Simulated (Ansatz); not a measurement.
# AlAsBH5 (SMILES B[AsH][AlH2]): single points off equilibrium

How do the functionals fare away from a minimum? The structure is a structure displaced at random from a GFN2-xTB minimum.

Computed with Ansatz 0.2.0, Gaussian basis. Level: single points in def2-TZVPP.

Cores are frozen in the correlated methods. Filled d shells of the heavier atoms are correlated.

## (1) The system as given

SMILES `B[AsH][AlH2]`, 8 atoms, charge 0, spin multiplicity 1.

Atoms are counted from 1 here; the program's logs count them from 0.

Bond lengths: B1–As2 1.943 Å, B1–Al3 2.288 Å, B1–H4 1.202 Å, B1–H5 1.157 Å, As2–Al3 2.427 Å, As2–H6 1.541 Å, Al3–H7 1.524 Å, Al3–H8 1.592 Å. Angles: As2–B1–Al3 69.5°, As2–B1–H4 117.8°, As2–B1–H5 126.5°, Al3–B1–H4 109.2°, Al3–B1–H5 96.5°, H4–B1–H5 115.6°, B1–As2–Al3 62.0°, B1–As2–H6 95.2°, Al3–As2–H6 79.2°, B1–Al3–As2 48.6°, B1–Al3–H7 120.4°, B1–Al3–H8 114.6°, As2–Al3–H7 129.1°, As2–Al3–H8 118.4°, H7–Al3–H8 110.5°.

Coordinates:

```mol
AlAsBH5
  3D, bonds by distance, orders not assigned

  8  8  0  0  0  0  0  0  0  0999 V2000
   -0.1252    0.9906   -0.6961 B   0  0
   -1.4657    0.6292    0.6638 As  0  0
    0.1589   -1.1065    0.1738 Al  0  0
   -0.4570    0.8989   -1.8478 H   0  0
    0.9577    1.3550   -0.5158 H   0  0
   -0.5017    0.7899    1.8558 H   0  0
    0.0119   -2.3366   -0.7140 H   0  0
    1.4179   -1.2590    1.1359 H   0  0
  1  2  8  0
  1  3  8  0
  1  4  8  0
  1  5  8  0
  2  3  8  0
  2  6  8  0
  3  7  8  0
  3  8  8  0
M  END
```

## (2) CCSD(T)/def2-TZVPP

run/in.yaml

```yaml
crystal:
  periodic: [false, false, false]
  atoms:
    - {symbol: B, position_ang: [-0.125200, 0.990600, -0.696100]}
    - {symbol: As, position_ang: [-1.465700, 0.629200, 0.663800]}
    - {symbol: Al, position_ang: [0.158900, -1.106500, 0.173800]}
    - {symbol: H, position_ang: [-0.457000, 0.898900, -1.847800]}
    - {symbol: H, position_ang: [0.957700, 1.355000, -0.515800]}
    - {symbol: H, position_ang: [-0.501700, 0.789900, 1.855800]}
    - {symbol: H, position_ang: [0.011900, -2.336600, -0.714000]}
    - {symbol: H, position_ang: [1.417900, -1.259000, 1.135900]}
basis:
  gaussian: {orbitals: def2-TZVPP}
correlation: {method: ccsd_t}
output: {forces: true}
```

The command line of these runs was not kept.

## (3) PBE0-D4/def2-TZVPP

Edit run/in.yaml of step 2 so:

```diff
@@ -13,3 +13,3 @@
   gaussian: {orbitals: def2-TZVPP}
-correlation: {method: ccsd_t}
-output: {forces: true}
+hamiltonian: {xc: pbe0, dispersion: d4}
+output: {forces: true, orbitals: {seedname: orbitals}}
```

## (4) wB97M-V/def2-TZVPP

Edit run/in.yaml of step 3 so:

```diff
@@ -13,3 +13,3 @@
   gaussian: {orbitals: def2-TZVPP}
-hamiltonian: {xc: pbe0, dispersion: d4}
-output: {forces: true, orbitals: {seedname: orbitals}}
+hamiltonian: {xc: {name: wB97M-V}}
+output: {forces: true}
```

## (5) r2SCAN-D4/def2-TZVPP

Edit run/in.yaml of step 4 so:

```diff
@@ -13,3 +13,3 @@
   gaussian: {orbitals: def2-TZVPP}
-hamiltonian: {xc: {name: wB97M-V}}
+hamiltonian: {xc: r2scan, dispersion: d4}
 output: {forces: true}
```

## (6) PBE-D4/def2-TZVPP

Edit run/in.yaml of step 5 so:

```diff
@@ -13,3 +13,3 @@
   gaussian: {orbitals: def2-TZVPP}
-hamiltonian: {xc: r2scan, dispersion: d4}
+hamiltonian: {xc: pbe, dispersion: d4}
 output: {forces: true}
```

## (7) CAM-B3LYP-D4/def2-TZVPP

Edit run/in.yaml of step 6 so:

```diff
@@ -13,3 +13,3 @@
   gaussian: {orbitals: def2-TZVPP}
-hamiltonian: {xc: pbe, dispersion: d4}
+hamiltonian: {xc: {name: CAM-B3LYP}, dispersion: d4}
 output: {forces: true}
```

## (8) HSE06-D4/def2-TZVPP

Edit run/in.yaml of step 7 so:

```diff
@@ -13,3 +13,3 @@
   gaussian: {orbitals: def2-TZVPP}
-hamiltonian: {xc: {name: CAM-B3LYP}, dispersion: d4}
+hamiltonian: {xc: hse06, dispersion: d4}
 output: {forces: true}
```

(Steps that only read results are left out.)

Before running it: what results should come out? Wanted: energy less free atoms, CCSD(T)/def2-TZVPP; RMS force component; RMS force error; HOMO and LUMO, PBE0-D4; T1 diagnostic.

The runs gave:

| quantity | value |
| --- | --- |
| energy less free atoms, CCSD(T)/def2-TZVPP | -2058.4 kJ/mol |
| RMS force component | 0.608 to 0.642 eV/Å over the methods |
| RMS force error | PBE0-D4 0.074, wB97M-V 0.077, r2SCAN-D4 0.069, PBE-D4 0.154, CAM-B3LYP-D4 0.093, HSE06-D4 0.073 eV/Å |
| HOMO and LUMO, PBE0-D4 | -7.84 and -3.49 eV |
| T1 diagnostic | 0.014 |

Against CCSD(T) the functionals' energies less atoms differ by -74.5 to -40.2 kJ/mol, PBE-D4 by -57.9 kJ/mol. CCSD(T) in triple zeta still lacks some correlation energy of the bonds, so part of these gaps is its own basis error and they don't rank the functionals. For forces r2SCAN-D4 does best and PBE-D4 worst. Frozen-core CCSD(T) forces in triple zeta carry basis errors of their own, and this is one geometry, so small gaps rank nothing.
